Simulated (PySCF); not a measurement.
# SiCl₂F−, an adduct: interaction energy

The task here is to estimate one member of a computed series from the others.

Computed with PySCF 2.14.0; each step states its level. No surroundings beyond the atoms listed, unless a continuum is named. Atoms count from 0, parts from 1.

## Starting point

4 atoms, charge -1, multiplicity 1; geometry: GFN2-xTB. Parts: 1 = atoms 0–2, `Cl[Si]Cl`, charge 0; 2 = atom 3, `[F-]`, charge -1. In the given geometry Si1 and F3 of different parts are bonded (1.64 Å), so values for the parts refer to these atom groups.

The first run:

What the job is given:

```
{"job": {"xc": "PBE0", "basis": "def2-TZVPD", "d3": "d3bj", "grid": 3, "kind": "geom", "shake": 0.01}, "charge": -1, "multiplicity": 1, "parts": [{"atoms": "0-2", "charge": 0, "multiplicity": 1}, {"atoms": "3-3", "charge": -1, "multiplicity": 1}]}
Cl    -1.502043    -0.862121    -0.143005
Si    -0.624383     1.124572    -0.566645
Cl     1.313168     0.834629     0.408383
F     -1.284079     1.884790     0.733772
```

Run with:

```bash
OMP_NUM_THREADS=1 python cluster_run.py task.json out
```

The driver reads the jobs from task.json and runs them one after another.

Steps of the session up to this table: Optimising the geometry at PBE0-D3(BJ)/def2-TZVPD; Coupled-cluster interaction energy: CCSD(T) and MP2, 1.65 Å; Coupled-cluster interaction energy: CCSD(T) and MP2, 1.73 Å; Coupled-cluster interaction energy: CCSD(T) and MP2, 1.81 Å; Coupled-cluster interaction energy: CCSD(T) and MP2, 1.57 Å; Coupled-cluster interaction energy: CCSD(T) and MP2, 2.06 Å; Coupled-cluster interaction energy: CCSD(T) and MP2, 1.49 Å; Coupled-cluster interaction energy: CCSD(T) and MP2, 2.48 Å; Coupled-cluster interaction energy: CCSD(T) and MP2, 3.30 Å.

One of the session's tables, all rows but one given; the rest of the session is left out.

It belongs to the step «Coupled-cluster interaction energy: CCSD(T) and MP2, 3.30 Å». 

```
                 method  interaction energy (kcal/mol)
         HF/aug-cc-pVDZ                         -21.41
        MP2/aug-cc-pVDZ                         -21.53
       CCSD/aug-cc-pVDZ                         -21.12
    CCSD(T)/aug-cc-pVDZ                         -21.40
         HF/aug-cc-pVQZ                         -21.50
        MP2/aug-cc-pVQZ                         -21.94
    SCS-MP2/aug-cc-pVQZ                         -21.63
      MP2, extrapolated                              ?
CCSD(T), limit estimate                         -21.92
```

Q: Estimate the row for MP2, extrapolated from the others.

As computed: interaction energy (kcal/mol): -22.05. In the column «interaction energy (kcal/mol)» it is the lowest.

Limits of these values: At 3.30 Å a test (T1, the size of the triples or of CCSD(T) less MP2, charge moved between the parts) flags the run, so its CCSD(T) estimate is not taken as a benchmark.
